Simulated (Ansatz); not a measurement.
**C₂H₇NOZn: small, medium and large basis sets**

The task here is to estimate one member of a computed series from the others.

Program: Ansatz 0.2.0, Gaussian basis. Level of theory: one geometry, several basis sets. These are calculated values, not measurements.

The runs, in order: PBE0-D4/def2-SVP; ωB97M-V/def2-SVP; PBE0-D4/def2-QZVPP; ωB97M-V/def2-QZVPP; the functionals' def2-TZVPP values are taken from earlier runs.

**The geometry**

All runs share one geometry, relaxed beforehand with PBE0-D4 in a triple-zeta def2 set.

12 atoms, charge 0, spin multiplicity 1.

Atoms are counted from 1 here; the program's logs count them from 0.

Bond lengths: C1–N2 1.438 Å, C1–H6 1.093 Å, C1–H7 1.102 Å, C1–H8 1.103 Å, N2–C3 1.438 Å, N2–Zn4 1.799 Å, C3–H9 1.103 Å, C3–H10 1.093 Å, C3–H11 1.102 Å, Zn4–O5 1.771 Å, O5–H12 0.958 Å. Angles: N2–C1–H6 111.5°, N2–C1–H7 111.4°, N2–C1–H8 112.3°, H6–C1–H7 107.2°, H6–C1–H8 107.4°, H7–C1–H8 106.8°, C1–N2–C3 112.5°, C1–N2–Zn4 123.5°, C3–N2–Zn4 123.5°, N2–C3–H9 112.3°, N2–C3–H10 111.5°, N2–C3–H11 111.4°, H9–C3–H10 107.4°, H9–C3–H11 106.8°, H10–C3–H11 107.2°, N2–Zn4–O5 174.9°, Zn4–O5–H12 114.9°.

The first run:

in.yaml

```yaml
crystal:
  periodic: [false, false, false]
  atoms:
    - {symbol: C, position_ang: [-1.105993, -1.022138, 0.173360]}
    - {symbol: N, position_ang: [-0.045028, -0.104359, -0.140830]}
    - {symbol: C, position_ang: [1.062208, -0.746339, -0.795475]}
    - {symbol: Zn, position_ang: [-0.009193, 1.603139, 0.425506]}
    - {symbol: O, position_ang: [-0.040479, 3.323496, 0.845173]}
    - {symbol: H, position_ang: [-1.944197, -0.515510, 0.658168]}
    - {symbol: H, position_ang: [-1.499994, -1.506640, -0.734389]}
    - {symbol: H, position_ang: [-0.775209, -1.829692, 0.847458]}
    - {symbol: H, position_ang: [1.513312, -1.538593, -0.175140]}
    - {symbol: H, position_ang: [1.853142, -0.032481, -1.038638]}
    - {symbol: H, position_ang: [0.750456, -1.220361, -1.739985]}
    - {symbol: H, position_ang: [0.318075, 3.534376, 1.708693]}
basis:
  gaussian: {orbitals: def2-SVP}
hamiltonian: {xc: pbe0, dispersion: d4}
output: {orbitals: {seedname: orbitals}}
```

Started as:

```console
$ ansatz run in.yaml --threads 4 --pin off --events-out ev --progress --plain --max-ram 11315MiB
```

Among the steps run: PBE0-D4 in def2-SVP; ωB97M-V in def2-SVP; PBE0-D4 in def2-QZVPP; ωB97M-V in def2-QZVPP.

One table of the session follows, with a row left open; its other results are not shown here.

It belongs to the step «Density functionals: the series». 

```
functional       basis  HOMO (eV)
   PBE0-D4    def2-SVP      -5.55
   PBE0-D4  def2-TZVPP          ?
   PBE0-D4  def2-QZVPP      -5.86
   ωB97M-V    def2-SVP      -7.85
   ωB97M-V  def2-TZVPP      -8.15
   ωB97M-V  def2-QZVPP      -8.17
```

Q: Estimate the row for PBE0-D4, def2-TZVPP from the others.

As computed: HOMO (eV): -5.85. In the column «HOMO (eV)» it lies between PBE0-D4, def2-QZVPP (-5.86) and PBE0-D4, def2-SVP (-5.55).
